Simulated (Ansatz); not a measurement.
The system is HPbNO4.

```
H Pb N O
1.0
     6.43453    0.00000    0.00872
     0.00000    4.11089    0.00000
    -3.14884    0.00000    7.72026
H Pb N O
2 2 2 8
Direct
  0.29356 0.09662 0.51195
  0.70644 0.59662 0.48805
  0.98504 0.60505 0.29264
  0.01496 0.10504 0.70736
  0.59230 0.36587 0.79290
  0.40770 0.86587 0.20710
  0.12824 0.09198 0.45672
  0.41419 0.46190 0.80564
  0.78042 0.46544 0.89401
  0.58396 0.16262 0.67325
  0.87176 0.59198 0.54328
  0.58581 0.96190 0.19436
  0.21958 0.96544 0.10599
  0.41604 0.66262 0.32675
```

The cell was built by a generator and needn't be a form met in nature.

Base run:

* Program: Ansatz 0.2.0
* Functional: PBE
* Potentials or basis: Ansatz NC
* Cutoff: 1240 eV (not typed: the program's choice for these potentials)
* k mesh: 5 × 7 × 4
* Occupations: fermi-dirac, width 0.05 eV
* Spin: no spin polarisation

Its results: band gap on the k mesh 3.28 eV, indirect (least direct gap 3.37 eV); pressure 0.0 GPa; largest force 0.042 eV/Å.

**Question.** The run is repeated on the same cell with these changes: functional from PBE to r2SCAN; potentials or basis from Ansatz NC to Ansatz PAW; cutoff from 1240 eV (not typed: the program's choice for these potentials) to 500 eV (not typed: the program's choice for these potentials). What comes out?

**Answer.** Band gap on the k mesh 3.68 eV, indirect (least direct gap 3.81 eV); pressure -3.3 GPa; largest force 0.662 eV/Å.

Caveats: spin-orbit coupling is left out, which as a rule narrows the gap of such compounds by several tenths of an eV; odd divisions of the mesh miss points on the zone boundary, where band edges often lie, so the gap on the mesh can be too wide (some runs); the PAW data sets come from PBE, with cores solved anew for the run's functional, which leaves a small shift of forces and pressure (some runs).
